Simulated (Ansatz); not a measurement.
# BrCdCl: rigid scan of one bond length, by script

How does the energy of BrCdCl change as one bond is stretched? The task is a rigid scan of one bond length, for BrCdCl. SMILES: [Cl][Cd][Br].

All numbers are computed with the Python package of Ansatz 0.2.0. Level of theory: PBE/def2-SVP.

## Step 1: The system

Bond lengths: Cl1–Cd2 2.699 Å, Cd2–Br3 2.633 Å. Angles: Cl1–Cd2–Br3 117.7°.

No structure file is read: the coordinates are typed or built in the script.

## Step 2: The code

File brcdcl_scan.py:

```python
import ansatz
import numpy as np

BASIS_SET = 'def2-SVP'
XC = 'pbe'

geometry_ang = [
    ('Cl', (0.894, 2.0221, 0.7003)),
    ('Cd', (-0.792, 0.2276, -0.4058)),
    ('Br', (-0.113, -2.3145, -0.3077)),
]
brcdcl = ansatz.Crystal.molecule()
for symbol, xyz in geometry_ang:
    brcdcl = brcdcl.atom(symbol, xyz)

symbols = [site.symbol for site in brcdcl.cartesian_sites]
start = np.array([site.position_ang for site in brcdcl.cartesian_sites])
axis = (start[0] - start[1]) / np.linalg.norm(start[0] - start[1])
moving = [0]
lengths, energies = [2.375, 2.483, 2.591, 2.699, 2.807, 2.915, 3.023, 3.185], []
for length in lengths:
    xyz = start.copy()
    xyz[moving] += (length - np.linalg.norm(start[0] - start[1])) * axis
    point = ansatz.Crystal.molecule()
    for symbol, place in zip(symbols, xyz):
        point = point.atom(symbol, place.tolist())
    job = (
        point.calculation()
        .basis(gaussian=BASIS_SET)
        .functional(XC)
    )
    data = job.run(threads=1).report
    energies.append(data['free_energy_ev'])
    print(f'r = {length:6.3f} A  E = {energies[-1]:.5f} eV  <S^2> = {abs(data["mean_field"]["state"]["spin_squared"]):.3f}')

fit = np.polynomial.Polynomial.fit(lengths, np.array(energies) - min(energies), 4).convert()
roots = [r.real for r in fit.deriv().roots() if abs(r.imag) < 1e-9 and fit.deriv(2)(r.real) > 0]
r_e = min(roots, key=lambda r: abs(r - lengths[int(np.argmin(energies))]))
print(f'minimum of the fit at {r_e:.4f} A, force constant {fit.deriv(2)(r_e):.2f} eV/A^2')
```

## Step 3: The input behind the calls

The package turns the script's settings into the engine's input (first run):

```yaml
crystal:
  periodic: [false, false, false]
  atoms:
    - { symbol: Cl, position_ang: [0.6914337409942388, 1.8064978933654576, 0.5674064418230887] }
    - { symbol: Cd, position_ang: [-0.792, 0.2276, -0.4058] }
    - { symbol: Br, position_ang: [-0.113, -2.3145, -0.3077] }
basis:
  gaussian:
    orbitals: def2-SVP
hamiltonian:
  xc: pbe
```

## Step 4: Running it

Launch:

```console
> python brcdcl_scan.py
```

Without the output at hand: what should come out? Wanted: range of energy; lowest point, distance.

As calculated:

| quantity | value |
| --- | --- |
| bond length at the fit's minimum | 2.3275 Å |
| runs compared | 8 |
| range of energy | 1.447 eV |
| lowest point, distance (Å) | 2.38 |

In words: The lowest point is at the first value of the scan; the highest lies 1.447 eV above it. The distance scanned is the script's pair 1, 0. Reading the output:
- The rest of the molecule is held rigid at a force-field or estimated start geometry, and the basis set is modest; single-reference methods fail as a bond breaks.
- def2 sets replace the cores of elements past krypton by effective core potentials.
- The orbitals are restricted, so S² is zero by construction.
